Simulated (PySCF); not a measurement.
# CH5FGe: the cost of one run

Computed with PySCF 2.14.0, with density-fitted response routines of our own, on a single molecule in the gas phase. Atoms count from 0, in the outputs and in this text.

## Step 1: Starting geometry

8 atoms, charge 0, multiplicity 1; geometry from: GFN2-xTB. The atoms were then displaced at random by about 0.01 Å, so the start is not that level's minimum.

Bonds of the start (Å): C0–Ge1 1.99, Ge1–F2 1.76, C0–H3 1.07, C0–H4 1.07, C0–H5 1.11, Ge1–H6 1.49, Ge1–H7 1.49.

## Step 2: Optimising the geometry at PBE0-D3(BJ)/def2-SVP

The job: settings as JSON, then the geometry in Å.

```
{"job": {"xc": "PBE0", "basis": "def2-SVP", "d3": "d3bj", "grid": 1, "shake": 0.01, "kind": "geom"}, "charge": 0, "multiplicity": 1}
C      1.086860     0.063610    -0.057370
Ge    -0.876120    -0.232580    -0.009930
F     -1.582690     1.276650     0.545480
H      1.637690    -0.787560    -0.406850
H      1.420390     0.346520     0.921050
H      1.280550     0.920100    -0.737180
H     -1.556130    -0.412160    -1.328890
H     -1.355420    -1.193720     1.021220
```

Command:

```console
> OMP_NUM_THREADS=1 python probes_run.py task.json out
```

This one command runs all jobs of the session in turn.

**Question.** How long does this first job take on 1 thread of Arm Neoverse V2, shared host, and how much memory does it need?

About 12 s, with a peak of 0.36 GiB.
